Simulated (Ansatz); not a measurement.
**H4NOSbSi: basis-set convergence**

The task here is to estimate one member of a computed series from the others.

The runs use Ansatz 0.2.0, Gaussian basis; one geometry, several basis sets.

Levels to be run: PBE0-D4/def2-SVP; ωB97M-V/def2-SVP; PBE0-D4/def2-QZVPP; ωB97M-V/def2-QZVPP; the functionals' def2-TZVPP values are taken from earlier runs.

## The relaxed structure

The geometry comes from an earlier relaxation with PBE0-D4 in a triple-zeta def2 set; it is a stationary point, not always the lowest conformer. Sb takes the def2 core potential; no spin-orbit term is included.

8 atoms, charge 0, spin multiplicity 1.

Atoms are counted from 1 here; the program's logs count them from 0.

Bond lengths: O1–Si2 1.641 Å, O1–H5 0.959 Å, Si2–N3 1.662 Å, Si2–Sb4 2.507 Å, Si2–H6 1.485 Å, N3–Sb4 2.112 Å, N3–H7 1.004 Å, Sb4–H8 1.725 Å. Angles: Si2–O1–H5 116.7°, O1–Si2–N3 118.0°, O1–Si2–Sb4 121.7°, O1–Si2–H6 108.4°, N3–Si2–Sb4 56.6°, N3–Si2–H6 119.1°, Sb4–Si2–H6 124.3°, Si2–N3–Sb4 82.3°, Si2–N3–H7 143.3°, Sb4–N3–H7 128.9°, Si2–Sb4–N3 41.1°, Si2–Sb4–H8 96.9°, N3–Sb4–H8 95.1°.

Coordinates:

```mol
H4NOSbSi
  3D, bonds by distance, orders not assigned

  8  8  0  0  0  0  0  0  0  0999 V2000
   -0.1667    1.5363   -1.2611 O   0  0
   -0.1314    0.5130    0.0215 Si  0  0
    1.0053   -0.7000    0.0206 N   0  0
   -0.7049   -1.9162   -0.2165 Sb  0  0
   -0.6410    2.3613   -1.1417 H   0  0
   -0.3413    1.3053    1.2600 H   0  0
    1.9615   -0.9068   -0.2041 H   0  0
   -0.8896   -2.2499    1.4655 H   0  0
  1  2  8  0
  2  3  8  0
  3  4  8  0
  1  5  8  0
  2  6  8  0
  3  7  8  0
  4  8  8  0
  2  4  8  0
M  END
```

The first run:

File in.yaml:

```yaml
crystal:
  periodic: [false, false, false]
  atoms:
    - {symbol: O, position_ang: [-0.166698, 1.536274, -1.261066]}
    - {symbol: Si, position_ang: [-0.131374, 0.512985, 0.021486]}
    - {symbol: N, position_ang: [1.005285, -0.700011, 0.020551]}
    - {symbol: Sb, position_ang: [-0.704870, -1.916233, -0.216529]}
    - {symbol: H, position_ang: [-0.640979, 2.361291, -1.141697]}
    - {symbol: H, position_ang: [-0.341292, 1.305308, 1.259995]}
    - {symbol: H, position_ang: [1.961504, -0.906824, -0.204057]}
    - {symbol: H, position_ang: [-0.889575, -2.249890, 1.465518]}
basis:
  gaussian: {orbitals: def2-SVP}
hamiltonian: {xc: pbe0, dispersion: d4}
output: {orbitals: {seedname: orbitals}}
```

Started as:

```
> ansatz run in.yaml --threads 4 --pin off --events-out ev --progress --plain --max-ram 10444MiB
```

Among the steps run: PBE0-D4 in def2-SVP; ωB97M-V in def2-SVP; PBE0-D4 in def2-QZVPP; ωB97M-V in def2-QZVPP.

One table of the session follows, with a row left open; its other results are not shown here.

```
functional       basis  HOMO (eV)
   PBE0-D4    def2-SVP      -6.36
   PBE0-D4  def2-TZVPP      -6.43
   PBE0-D4  def2-QZVPP          ?
   ωB97M-V    def2-SVP      -8.25
   ωB97M-V  def2-TZVPP      -8.35
   ωB97M-V  def2-QZVPP      -8.38
```

Estimate the missing values for PBE0-D4, def2-QZVPP.

**Answer.** HOMO (eV): -6.45. In the column «HOMO (eV)» it lies between ωB97M-V, def2-SVP (-8.25) and PBE0-D4, def2-TZVPP (-6.43).
